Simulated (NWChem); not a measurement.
# triplet C3H7Br at 5 levels

We compute a comparison of 5 runs (UB3LYP/def2-SVP, UBHLYP/def2-SVP, UM06-2X/def2-SVP, UM06-L/def2-SVP, UPBE0/def2-SVP) of triplet C3H7Br. 

Program for the calculation: NWChem 7.3.0.

**1. The structure to begin with**

The species is C3H7Br (11 atoms), meant as a triplet with charge 0. As SMILES of the parent species, `CCCBr`. Geometry: relaxed at PBE0-D4/def2-TZVP. This is one conformer, not always the lowest. That shape belongs to the parent species and isn't relaxed for this state.

Bond lengths: C1–C2 1.517 Å, C2–C3 1.510 Å, C3–Br4 1.953 Å, C1–H5 1.092 Å, C1–H6 1.092 Å, C1–H7 1.093 Å, C2–H8 1.094 Å, C2–H9 1.098 Å, C3–H10 1.089 Å, C3–H11 1.088 Å. Some angles: C1–C2–C3 114.2°, C2–C3–Br4 112.5°, C1–C2–H8 110.4°, C1–C2–H9 109.7°, C3–C2–H8 109.3°, C3–C2–H9 106.4°, C2–C1–H5 111.0°, C2–C1–H6 110.9°, C2–C1–H7 111.1°, C2–C3–H10 112.1°.

**2. The energy at UB3LYP/def2-SVP (run 1)**

Input file run.py:

```python
from ase import Atoms
from ase.calculators.nwchem import NWChem

atoms = Atoms('CCCBrHHHHHHH', positions=[
    [-0.555400, 1.176300, 0.174600],
    [-0.232700, -0.258200, 0.548300],
    [0.751200, -0.933400, -0.376500],
    [0.042600, -1.165200, -2.181600],
    [-1.020500, 1.228900, -0.811600],
    [-1.242800, 1.621500, 0.896400],
    [0.349400, 1.789900, 0.151000],
    [-1.148000, -0.854800, 0.598800],
    [0.212600, -0.288200, 1.551000],
    [1.664500, -0.352300, -0.499500],
    [1.004600, -1.937400, -0.042700],
])

calc = NWChem(
    label='c3h7br',
    theory='dft',
    memory='2200 mb',
    basis='def2-SVP',
    basispar='spherical bse',
    dft={'xc': 'b3lyp', 'mult': '3', 'grid': 'fine', 'convergence': 'energy 1e-08', 'iterations': '100', 'mulliken': None},
    task='energy',
)
atoms.calc = calc

print("Total energy (eV):", round(atoms.get_potential_energy(), 6))
```

Launch:

```bash
$ export ASE_NWCHEM_COMMAND="nwchem PREFIX.nwi > PREFIX.nwo"
$ python run.py
```

The program printed:

```text
Total energy (eV): -73256.003385
```

The calculator wrote c3h7br.nwi:

```
title "c3h7br"

permanent_dir c3h7br

scratch_dir c3h7br

start c3h7br

geometry units angstrom nocenter noautosym noautoz
  C  -5.5540000000000000e-01 1.1762999999999999e+00 1.7460000000000001e-01
  C  -2.3269999999999999e-01 -2.5819999999999999e-01 5.4830000000000001e-01
  C  7.5119999999999998e-01 -9.3340000000000001e-01 -3.7650000000000000e-01
  Br 4.2599999999999999e-02 -1.1652000000000000e+00 -2.1816000000000000e+00
  H  -1.0205000000000000e+00 1.2289000000000001e+00 -8.1159999999999999e-01
  H  -1.2427999999999999e+00 1.6214999999999999e+00 8.9639999999999997e-01
  H  3.4939999999999999e-01 1.7899000000000000e+00 1.5100000000000000e-01
  H  -1.1479999999999999e+00 -8.5480000000000000e-01 5.9880000000000000e-01
  H  2.1260000000000001e-01 -2.8820000000000001e-01 1.5509999999999999e+00
  H  1.6645000000000001e+00 -3.5230000000000000e-01 -4.9950000000000000e-01
  H  1.0045999999999999e+00 -1.9374000000000000e+00 -4.2700000000000002e-02
end

memory 2200 mb

basis spherical bse noprint
   * library def2-SVP
end

dft
  xc b3lyp
  mult 3
  grid fine
  convergence energy 1e-08
  iterations 100
  mulliken
end

task dft energy
```

c3h7br.nwo:

```text
Northwest Computational Chemistry Package (NWChem) 7.3.0
             --------------------------------------------------------

           Job information
           ---------------

    nwchem branch   = 7.3.0
    use scalapack   = T
    input           = c3h7br.nwi
    prefix          = c3h7br.
    data base       = c3h7br/c3h7br.db
    status          = startup
    nproc           =        1

           Memory information
           ------------------

    heap     =     72089596 doubles =      550.0 Mbytes
    stack    =     72089601 doubles =      550.0 Mbytes
    global   =    144179200 doubles =     1100.0 Mbytes (distinct from heap & stack)
    total    =    288358397 doubles =     2200.0 Mbytes
    verify   = yes
    hardfail = no

           Directory information
           ---------------------

  0 permanent = c3h7br
  0 scratch   = c3h7br

                                NWChem Input Module
                                -------------------

                                      c3h7br
                                      ------

[... 25 lines left out ...]
            Nuclear Dipole moment (a.u.)
[... 73 lines left out ...]
  convergence criterion.
[... 16 lines left out ...]
          Convergence on density requested:  1.00D-05
[... 23 lines left out ...]
          Spatial weights used:  Erf1
[... 3 lines left out ...]
          Convergence aids based upon iterative change in
[... 82 lines left out ...]
         Total DFT energy =    -2692.108491605077
[... 1 line left out ...]
           Coulomb energy =     1400.291209810776
[... 1 line left out ...]
 Nuclear repulsion energy =      245.542637898445
[... 780 lines left out ...]
                     DFT Final Beta Molecular Orbital Analysis
[... 868 lines left out ...]
   alpha    101    102    103    104    105    106    107    108    109
    beta    101    102    103    104    105    106    107    108    109
 overlap   0.995  0.999  0.978  0.978  1.000  1.000  1.000  1.000  1.000

     --------------------------
     Expectation value of S2:
     --------------------------
      <S2> =      2.0034 (Exact =     2.0000)

 center of mass
 --------------
 x =   0.04272136 y =  -1.41509391 z =  -2.58678188

 moments of inertia (a.u.)
 ------------------
         855.888147186126          77.519959612762          39.948836259836
          77.519959612762         640.140947970823        -293.201091250590
          39.948836259836        -293.201091250590         352.287482148628

     Multipole analysis of the density
     ---------------------------------

     L   x y z        total         alpha         beta         nuclear
     -   - - -        -----         -----         ----         -------
     0   0 0 0     -0.000000    -31.000000    -29.000000     60.000000

     1   1 0 0      0.027360     -1.505864     -0.525443      2.058667
[... 8 lines of this table left out ...]
     2   0 0 2    -30.669520   -340.158099   -311.576591    621.065171

 Task  times  cpu:       62.5s     wall:       62.5s
 Total times  cpu:       62.5s     wall:       62.5s
```

Run time: 64 s. Hardware: 1 thread of AMD EPYC 7R43 (Zen 3), shared host; peak memory 0.12 GiB.

**3. A single-point energy at UBHLYP/def2-SVP (run 2)**

Input file sp.nw:

```
start sp
title "C3H7Br BHLYP"
memory 2200 mb
charge 0
geometry noautosym nocenter noautoz
  C       -0.555400       1.176300       0.174600
  C       -0.232700      -0.258200       0.548300
  C        0.751200      -0.933400      -0.376500
  Br       0.042600      -1.165200      -2.181600
  H       -1.020500       1.228900      -0.811600
  H       -1.242800       1.621500       0.896400
  H        0.349400       1.789900       0.151000
  H       -1.148000      -0.854800       0.598800
  H        0.212600      -0.288200       1.551000
  H        1.664500      -0.352300      -0.499500
  H        1.004600      -1.937400      -0.042700
end
basis spherical bse
  * library def2-SVP
end
dft
  xc bhlyp
  mult 3
  grid fine
  convergence energy 1e-08
  maxiter 100
  mulliken
  noprint "final vectors analysis"
end
task dft energy
```

Launch:

```bash
$ nwchem sp.nw > sp.out
```

The program printed:

```text
[...]
          Wavefunction type:  spin polarized.
          No. of atoms     :    11
          No. of electrons :    60
[...]
          Charge           :     0
          Spin multiplicity:     3
[...]
          AO basis - number of functions:   109
[...]
              XC Information
              --------------
                        BHLYP Method XC Functional
                     Hartree-Fock (Exact) Exchange  0.500
                        Slater Exchange Functional  0.500 local
                    Becke 1988 Exchange Functional  0.500 non-local
              Lee-Yang-Parr Correlation Functional  1.000
[...]
 d= 0,ls=0.0,diis     1  -2691.9356595110 -2.94D+03  8.77D-03  6.49D-02     5.7
[...]
 d= 0,ls=0.0,diis    15  -2691.9866376408 -4.04D-09  4.45D-07  1.21D-10    79.2
[...]
         Total DFT energy =    -2691.986637640754
      One electron energy =    -4227.862345671764
           Coulomb energy =     1400.543282655077
    Exchange-Corr. energy =     -110.210212522511
 Nuclear repulsion energy =      245.542637898445
[...]
      Total Density - Mulliken Population Analysis
     ---------------------------------------------
    Atom       Charge   Shell Charges
 -----------   ------   -------------------------------------------------------
    1 C    6     6.03   1.99  0.89  0.15  2.11  0.87  0.03
    2 C    6     6.01   1.99  0.90  0.14  2.10  0.84  0.04
    3 C    6     6.20   1.99  0.92  0.20  2.08  0.98  0.03
    4 Br  35    34.88   2.00  2.00  1.99  1.47  0.50  6.00  5.98  2.24  2.59  8.21  1.75  0.15
    5 H    1     0.99   0.75  0.21  0.02
    6 H    1     0.98   0.75  0.20  0.02
    7 H    1     0.98   0.75  0.21  0.02
    8 H    1     1.00   0.76  0.22  0.02
    9 H    1     0.98   0.76  0.20  0.02
   10 H    1     0.98   0.74  0.22  0.02
[...]
      <S2> =      2.0064 (Exact =     2.0000)
[...]
```

It took 80 s on 1 thread of AMD EPYC 7R43 (Zen 3), shared host; peak memory 0.12 GiB.

Runs 3 to 4 aren't shown in full; the table further down has their settings and results.

**4. A single-point energy at UPBE0/def2-SVP (run 5)**

Input file m1.nw:

```
start m1
title "C3H7Br"
memory 2200 mb
charge 0

geometry noautosym nocenter noautoz
C    -0.555400    1.176300    0.174600
C    -0.232700   -0.258200    0.548300
C     0.751200   -0.933400   -0.376500
Br    0.042600   -1.165200   -2.181600
H    -1.020500    1.228900   -0.811600
H    -1.242800    1.621500    0.896400
H     0.349400    1.789900    0.151000
H    -1.148000   -0.854800    0.598800
H     0.212600   -0.288200    1.551000
H     1.664500   -0.352300   -0.499500
H     1.004600   -1.937400   -0.042700
end

basis spherical bse
* library def2-SVP
end

dft
xc pbe0
mult 3
grid fine
convergence energy 1e-08
maxiter 100
mulliken
end

task dft energy
```

Launch:

```bash
$ nwchem m1.nw > m1.out
```

The program printed:

```text
[...]
          Wavefunction type:  spin polarized.
          No. of atoms     :    11
          No. of electrons :    60
[...]
          Charge           :     0
          Spin multiplicity:     3
[...]
          AO basis - number of functions:   109
[...]
              XC Information
              --------------
                         PBE0 Method XC Functional
                     Hartree-Fock (Exact) Exchange  0.250
          PerdewBurkeErnzerhof Exchange Functional  0.750
            Perdew 1991 LDA Correlation Functional  1.000 local
           PerdewBurkeErnz. Correlation Functional  1.000 non-local
[...]
 d= 0,ls=0.0,diis     1  -2691.5963282979 -2.94D+03  9.62D-03  7.35D-02     6.3
[...]
 d= 0,ls=0.0,diis    18  -2691.6358884105 -2.98D-10  1.72D-07  1.12D-11    93.6
[...]
         Total DFT energy =    -2691.635888410533
      One electron energy =    -4227.761259672001
           Coulomb energy =     1400.397504029356
    Exchange-Corr. energy =     -109.814770666333
 Nuclear repulsion energy =      245.542637898445
[...]
      Total Density - Mulliken Population Analysis
     ---------------------------------------------
    Atom       Charge   Shell Charges
 -----------   ------   -------------------------------------------------------
    1 C    6     6.08   1.99  0.89  0.16  2.12  0.90  0.03
    2 C    6     6.06   1.99  0.90  0.16  2.11  0.87  0.04
    3 C    6     6.25   1.99  0.92  0.22  2.08  1.02  0.03
    4 Br  35    34.89   2.00  2.00  1.99  1.48  0.49  6.00  5.98  2.24  2.60  8.20  1.75  0.16
    5 H    1     0.96   0.74  0.20  0.02
    6 H    1     0.96   0.74  0.19  0.02
    7 H    1     0.96   0.74  0.20  0.02
    8 H    1     0.98   0.75  0.20  0.02
    9 H    1     0.96   0.74  0.19  0.02
   10 H    1     0.95   0.72  0.20  0.02
[...]
      <S2> =      2.0043 (Exact =     2.0000)
[...]
```

It took 95 s on 1 thread of AMD EPYC 7R43 (Zen 3), shared host; peak memory 0.12 GiB.

**5. The series**

```tsv
run	level	energy (Eh)	dipole moment (D)	HOMO energy (eV)	⟨S²⟩	wall time
1	UB3LYP/def2-SVP	-2692.108492	0.23	-1.81	2.003	64 s
2	UBHLYP/def2-SVP	-2691.986638	0.07	–	2.006	80 s
3	UM06-2X/def2-SVP	-2692.044398	0.07	-3.06	2.005	2.3 min
4	UM06-L/def2-SVP	-2691.970179	0.49	-1.09	2.006	99 s
5	UPBE0/def2-SVP	-2691.635888	0.26	-2.09	2.004	95 s
```

**6. Outcome**

```
                                 quantity           value
                      run 5: total energy  -2691.63589 Eh
                     run 5: dipole moment          0.26 D
run 5: HOMO energy (highest over α and β)        -2.09 eV
                              run 5: ⟨S²⟩           2.004
```

In words: The dipole moment (its size) runs from 0.07 D (UBHLYP/def2-SVP) to 0.49 D (UM06-L/def2-SVP). Totals of different functionals can't be ranked against each other. All runs together took 7.9 min, the longest 2.3 min.
